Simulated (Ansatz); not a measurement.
# CBF₅: basis-set convergence

Aim: see how fast density functionals converge with the basis set for CBF₅.

Program: Ansatz 0.2.0, Gaussian basis. Level of theory: one geometry, several basis sets. These are calculated values, not measurements.

Plan: PBE0-D4/def2-SVP; ωB97M-V/def2-SVP; PBE0-D4/def2-QZVPP; ωB97M-V/def2-QZVPP; the functionals' def2-TZVPP values are taken from earlier runs.

## Step 1: Structure used throughout

An earlier PBE0-D4 in a triple-zeta def2 set relaxation fixed the geometry.

SMILES `FB(F)C(F)(F)F`, 7 atoms, charge 0, spin multiplicity 1.

Atoms are counted from 1 here; the program's logs count them from 0.

Bond lengths: F1–B2 1.305 Å, B2–F3 1.306 Å, B2–C4 1.615 Å, C4–F5 1.343 Å, C4–F6 1.343 Å, C4–F7 1.335 Å. Angles: F1–B2–F3 120.3°, F1–B2–C4 120.7°, F3–B2–C4 119.1°, B2–C4–F5 110.6°, B2–C4–F6 110.6°, B2–C4–F7 112.8°, F5–C4–F6 107.4°, F5–C4–F7 107.6°, F6–C4–F7 107.6°.

Coordinates:

```xyz
7
CBF5
F     1.24281   -1.38894    0.66570
B     0.08245   -0.88345    0.34901
F    -1.00782   -1.58142    0.51871
C    -0.02762    0.60979   -0.25701
F    -0.59439    0.58513   -1.47391
F    -0.79425    1.38307    0.52847
F     1.16013    1.20782   -0.37677
```

## Step 2: PBE0-D4 in def2-SVP

File in.yaml:

```yaml
crystal:
  periodic: [false, false, false]
  atoms:
    - {symbol: F, position_ang: [1.242809, -1.388940, 0.665705]}
    - {symbol: B, position_ang: [0.082445, -0.883454, 0.349006]}
    - {symbol: F, position_ang: [-1.007819, -1.581419, 0.518709]}
    - {symbol: C, position_ang: [-0.027619, 0.609792, -0.257007]}
    - {symbol: F, position_ang: [-0.594392, 0.585126, -1.473913]}
    - {symbol: F, position_ang: [-0.794251, 1.383072, 0.528469]}
    - {symbol: F, position_ang: [1.160127, 1.207822, -0.376769]}
basis:
  gaussian: {orbitals: def2-SVP}
hamiltonian: {xc: pbe0, dispersion: d4}
output: {orbitals: {seedname: orbitals}}
```

Launch:

```bash
$ ansatz run in.yaml --threads 4 --pin off --events-out ev --progress --plain --max-ram 10444MiB
```

After this run come: ωB97M-V in def2-SVP; PBE0-D4 in def2-QZVPP; ωB97M-V in def2-QZVPP.

Before running them: what should the planned runs give, taken together? Wanted: PBE0-D4: double and triple zeta above quadruple; ωB97M-V: double and triple zeta above quadruple.

The runs gave:

| quantity | value |
| --- | --- |
| PBE0-D4: double and triple zeta above quadruple | 19.22, 0.78 eV |
| ωB97M-V: double and triple zeta above quadruple | 19.50, 0.73 eV |

What this shows: PBE0-D4 gains 18.45 eV from double to triple zeta, then 0.78 eV more. These are total energies; as a rule much of such shifts cancels in differences, which this series doesn't test.
